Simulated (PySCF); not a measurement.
**RhN₂⁻: singlet, from a bent start**

Aim: relax RhN₂⁻ as a singlet from a bent start, check by its vibrations whether the end is a minimum, and collect its spectrum and constants.

The runs use PySCF 2.14.0; PBE0, basis Rh def2-SVPD with ECP28, N def2-SVPD, scalar-relativistic core potentials, no spin–orbit coupling, density fitting.

## Step 1: Where the work starts

3 atoms, charge -1, spin multiplicity 1.

Bond lengths: Rh1–N2 1.700 Å, Rh1–N3 1.700 Å. Angles: N2–Rh1–N3 110.0°.

Coordinates in bohr (charge -1 multiplicity 1):
```
Rh    0.0000    0.0000    0.0000
N     2.6316    0.0000    1.8427
N    -2.6316    0.0000    1.8427
```

## Step 2: The SCF at the typed geometry

One driver script runs all steps and calls PySCF; scf.py shows how it sets up the SCF of each step. The optimiser is the driver's own. After this first run the driver tries any further starts and a stability analysis.

The input, scf.py:

```python
from pyscf import gto, scf, dft
mol = gto.M(atom='''
Rh     0.000000     0.000000     0.000000
N      1.392600     0.000000     0.975100
N     -1.392600     0.000000     0.975100''',
    basis={'Rh': 'def2-SVPD', 'N': 'def2-SVPD'},
    ecp={'Rh': 'def2-SVPD'},
    charge=-1, spin=0)
mf = dft.RKS(mol, xc='PBE0')
mf.grids.atom_grid = (50, 194)
aux = {'Rh': 'def2-universal-JKFIT', 'N': 'def2-universal-JKFIT'}
mf = mf.density_fit(auxbasis=aux)
mf.conv_tol = 1e-08
mf.diis_space = 10
mf.max_cycle = 60
mf.init_guess = 'minao'
mf.verbose = 4
mf.kernel()
```

Command:

```bash
$ OMP_NUM_THREADS=2 python axn.py task.json out
```

Output, cut to the lines that bear on the results:

```text
[... the frontier levels of the middle cycles are left out ...]
init E= -209.629954758732
  HOMO = -0.568944534466365  LUMO = -0.530147775864465  gap/eV = 1.05571
cycle= 1 E= -218.793120898408  delta_E= -9.16  |g|= 1.76  |ddm|= 3.53
cycle= 2 E= -209.160535564012  delta_E= 9.63  |g|= 4.96  |ddm|= 20.6
  HOMO = -0.0221281389804614  LUMO = 0.0215713237761079  gap/eV = 1.18912
cycle= 3 E= -219.347402669766  delta_E= -10.2  |g|= 1.21  |ddm|= 20.5
cycle= 4 E= -219.57081896707  delta_E= -0.223  |g|= 0.605  |ddm|= 1.46
cycle= 5 E= -219.653714384321  delta_E= -0.0829  |g|= 0.314  |ddm|= 1.06
cycle= 6 E= -219.667205399628  delta_E= -0.0135  |g|= 0.171  |ddm|= 0.133
cycle= 7 E= -219.671646687936  delta_E= -0.00444  |g|= 0.0895  |ddm|= 0.11
cycle= 8 E= -219.67334492992  delta_E= -0.0017  |g|= 0.00993  |ddm|= 0.0784
cycle= 9 E= -219.673364445378  delta_E= -1.95e-05  |g|= 0.00138  |ddm|= 0.00905
cycle= 10 E= -219.673365386564  delta_E= -9.41e-07  |g|= 0.00063  |ddm|= 0.004
cycle= 11 E= -219.67336561633  delta_E= -2.3e-07  |g|= 0.000225  |ddm|= 0.00224
cycle= 12 E= -219.673365672394  delta_E= -5.61e-08  |g|= 9.4e-05  |ddm|= 0.00133
cycle= 13 E= -219.673365675104  delta_E= -2.71e-09  |g|= 0.000224  |ddm|= 0.000726
cycle= 14 E= -219.673365688375  delta_E= -1.33e-08  |g|= 3.51e-05  |ddm|= 0.000315
cycle= 15 E= -219.673365689472  delta_E= -1.1e-09  |g|= 6.06e-06  |ddm|= 0.000276
  HOMO = -0.00952345317893055  LUMO = 0.0644686911378454  gap/eV = 2.01343
Extra cycle  E= -219.673365689399  delta_E= 7.32e-11  |g|= 2.03e-05  |ddm|= 2.27e-05
converged SCF energy = -219.673365689399
```

This step, with its further starts and checks, needed 8.2 s of wall time on 2 threads of Intel Xeon Platinum 8488C (Sapphire Rapids), shared host.

The starts that the driver tried:

| start | energy (Eh) |
| --- | --- |
| the minimal-basis guess | -219.673366 |
| a thermally smeared density | -219.673366 |
| a smeared PBE density | -219.673366 |

No lower closed-shell solution turned up from the other starts or in the test of internal stability.

## Step 3: Relaxing the singlet from the bent start

The program finds C2v symmetry in the start, which this walk keeps. Threshold on the gradient: 0.0003 Eh/bohr, with a further test on the energy change.

Edit scf.py of step 2 so:

```diff
@@ -3,3 +3,3 @@
-Rh     0.000000     0.000000     0.000000
-N      1.392600     0.000000     0.975100
-N     -1.392600     0.000000     0.975100''',
+Rh     0.000000     0.000000    -0.208605
+N      1.392600    -0.000000     0.766495
+N     -1.392600     0.000000     0.766495''',
@@ -16 +15,0 @@
-mf.init_guess = 'minao'
```

The optimiser's trace:

| step | energy (Eh) | change (kJ/mol) | largest symmetric gradient (Eh/bohr) |
| --- | --- | --- | --- |
| 0 | -219.673366 | 0.00 | 0.04432 |
| 1 | -219.679245 | -15.44 | 0.00694 |
| 2 | -219.679944 | -17.27 | 0.00604 |
| 3 | -219.680039 | -17.52 | 0.00144 |
| 4 | -219.680047 | -17.54 | 0.00015 |
| 5 | -219.680047 | -17.54 | 0.00001 |

The walk took 12 s.

It settles in C2v symmetry, 17.5 kJ/mol below the start, after 5 steps: Rh–N 1.690 Å (×2); N–Rh–N 125.3°.

## Step 4: Is it a minimum? Harmonic modes

The point is checked on the finer grid, and tightened if its gradient asks for it. The Hessian and the dipole derivatives come from central differences of analytic gradients, with steps of 0.02 bohr.

Edit scf.py of step 3 so:

```diff
@@ -3,3 +3,3 @@
-Rh     0.000000     0.000000    -0.208605
-N      1.392600    -0.000000     0.766495
-N     -1.392600     0.000000     0.766495''',
+Rh     0.000000     0.000000    -0.169304
+N      1.498334    -0.000000     0.611453
+N     -1.498334     0.000000     0.611453''',
@@ -10 +10 @@
-mf.grids.atom_grid = (50, 194)
+mf.grids.atom_grid = (75, 302)
@@ -13 +13 @@
-mf.conv_tol = 1e-08
+mf.conv_tol = 1e-10
```

This SCF starts from the last density.

Log of the central SCF (cycles and frontier levels):

```text
init E= -219.680102563674
  HOMO = -0.0118148119325422  LUMO = 0.0579566822485447  gap/eV = 1.89858
cycle= 1 E= -219.680102563642  delta_E= 3.17e-11  |g|= 1.29e-05  |ddm|= 1.31e-05
  HOMO = -0.0118146512646945  LUMO = 0.0579576565743345  gap/eV = 1.89860
cycle= 2 E= -219.680102563109  delta_E= 5.34e-10  |g|= 5.31e-05  |ddm|= 4.8e-05
  HOMO = -0.0118149310090826  LUMO = 0.0579567933875627  gap/eV = 1.89859
cycle= 3 E= -219.680102563677  delta_E= -5.68e-10  |g|= 2.01e-06  |ddm|= 3.86e-05
  HOMO = -0.0118148904672852  LUMO = 0.0579568170150715  gap/eV = 1.89858
cycle= 4 E= -219.680102563676  delta_E= 6.25e-13  |g|= 1.21e-06  |ddm|= 2.4e-06
  HOMO = -0.0118147913186261  LUMO = 0.057956886830393  gap/eV = 1.89858
Extra cycle  E= -219.680102563661  delta_E= 1.48e-11  |g|= 8.21e-06  |ddm|= 7.25e-06
converged SCF energy = -219.680102563661
```

The whole step took 26 s.

Geometry: C2v; Rh–N 1.690 Å (×2); N–Rh–N 125.0°.

Harmonic modes (main isotopes):

```csv
symmetry,ω (cm⁻¹),IR (km/mol)
a1,227,13.0
b2,896,219
a1,1009,2.3
```

Every mode is real; the point is a minimum.

Constants and moments:

| Property | Result |
| --- | --- |
| Dipole moment about the centre of mass | 4.06 D |
| Highest occupied level | -0.32 eV |
| Lowest empty level | 1.58 eV |
| Rotational constants | 1.256, 0.2681, 0.221 cm⁻¹ |
| Zero-point energy | 12.8 kJ/mol |
| Principal polarisabilities | 55.9, 85.4, 94.4 bohr³ |
| Principal traceless quadrupole moments about the centre of mass | -10.32, 1.87, 8.45 D Å |
| Entropy at 298.15 K and 1 bar | 267.4 J/(mol K) |
| Heat capacity Cp at 298.15 K | 44.4 J/(mol K) |
| Enthalpy at 298.15 K above 0 K | 11.52 kJ/mol |
| Rotational symmetry number | 2 |

Populations by atom (charges in e):

| atom | Mulliken | Löwdin | polar tensor | Mayer order to Rh1 |
| --- | --- | --- | --- | --- |
| Rh1 | -0.02 | -0.29 | 0.20 | – |
| N2,3 | -0.49 | -0.36 | -0.60 | 2.15 |

Outer orbital energies (eV). occupied: -5.50, -5.21, -4.79, -3.52, -3.45, -0.88, -0.58, -0.32; empty: 1.58, 3.79, 4.82, 4.94.

Mulliken populations on Rh1 (outside its core potential): s 2.71, p 6.64, d 7.65, f 0.02.

## Step 5: Would spin polarisation lower it?

At the lowest minimum the closed shell is tested against spin polarisation, on the (50, 194) grid. It is unstable: an open-shell solution lies lower. That solution was not followed to a minimum here.

## Step 6: Summary of results

| quantity | value |
| --- | --- |
| minimum | singlet, C2v (closed shell, unstable towards spin polarisation) |
| geometry | Rh–N 1.690 Å (×2); N–Rh–N 125.0° |
| wavenumbers (cm⁻¹) | 227 (a1), 896 (b2), 1009 (a1) |
| dipole moment (centre of mass) | 4.06 D |
| highest occupied, lowest empty level | -0.32, 1.58 eV |
| polar-tensor charge of Rh1 | +0.20 e |
| zero-point energy | 12.8 kJ/mol |

In words: The bent start keeps its C2v symmetry and ends in a minimum. The strongest infrared band lies at 896 cm⁻¹ (b2, stretch). Other starts or spin states, not run here, may lie lower. A stability analysis at the minimum finds the closed shell unstable towards spin polarisation: an open-shell solution lies lower, and these values are not those of the lowest state.

The search up to here needed 50 s of wall time on 2 threads of Intel Xeon Platinum 8488C (Sapphire Rapids), shared host.
